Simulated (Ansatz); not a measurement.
# The scandium atom (doublet): the correlation ladder, def2-TZVPD

How much of the correlation energy of the scandium atom (doublet) does each wave-function method recover here?

Program: Ansatz 0.2.0, Gaussian basis. Level of theory: def2-TZVPD, core rule «outside noble gas», up to 9 orbitals frozen. These are calculated values, not measurements.

Plan: CCSD(T) on UHF; CISD; CCSDT on ROHF; CCSDT on UHF; CASSCF and MRCISD+Q, 3 electrons in 6 orbitals; CASSCF and MRCISD+Q(relaxed), 3 electrons in 6 orbitals; CASSCF and NEVPT4(SD), 3 electrons in 6 orbitals; CASSCF and NEVPT2, 3 electrons in 6 orbitals; Full CI.

**1. The atom**

A free atom, in its lowest state of this spin that the program finds.

1 atom, charge 0, spin multiplicity 2.

**2. CCSD(T) on UHF**

File in.yaml:

```yaml
crystal:
  periodic: [false, false, false]
  atoms:
    - {symbol: Sc, position_ang: [0.000000, 0.000000, 0.000000]}
basis:
  gaussian: {orbitals: def2-TZVPD}
magnetization: {spin_polarized: true, initial_magnetization: 1}
correlation: {method: ccsd_t, electrons: outside_noble_gas}
```

On the command line:

```console
> ansatz run in.yaml --threads 1 --pin off --events-out ev --progress --plain --max-ram 3916MiB
```

The runs that follow: CISD; CCSDT on ROHF; CCSDT on UHF; CASSCF and MRCISD+Q, 3 electrons in 6 orbitals; CASSCF and MRCISD+Q(relaxed), 3 electrons in 6 orbitals; CASSCF and NEVPT4(SD), 3 electrons in 6 orbitals; CASSCF and NEVPT2, 3 electrons in 6 orbitals; Full CI.

**Question.** What will the summary of the whole plan be? Wanted: FCI below the UHF energy; UMP2 from FCI; UCCSD(T) from FCI; NEVPT2 valence from FCI; NEVPT4(SD) valence from FCI; MRCISD+Q valence from FCI; effectively unpaired electrons.

As calculated:

| quantity | value |
| --- | --- |
| FCI below the UHF energy | -1.0460 eV |
| UMP2 from FCI | +332.1 meV |
| UCCSD(T) from FCI | -9.9 meV |
| NEVPT2 valence from FCI | +493.2 meV |
| NEVPT4(SD) valence from FCI | +197.6 meV |
| MRCISD+Q valence from FCI | -14.8 meV |
| levels within 1 kcal/mol (43 meV) | UCCSD, UCCSD(T), UCCSDT, MRCISD+Q valence |
| effectively unpaired electrons | 1.12 |

In words: UCCSD(T) lands -9.9 meV from the yardstick (0.9 % of the correlation energy). UCCSD(T), UCCSDT, MRCISD+Q valence, MRCISD+Q(relaxed) valence fall below full CI: unrestricted runs freeze a spin-polarised core, another one than full CI's, and coupled cluster isn't variational. One determinant dominates. Of the multireference levels listed MRCISD+Q valence comes nearest in total energy (-14.8 meV), which doesn't show that its space is the better one. Coupled cluster took another determinant than the lowest Hartree-Fock one. These misses are within one basis, not against nature; the frozen cores of restricted and unrestricted runs differ, which can shift their rows.
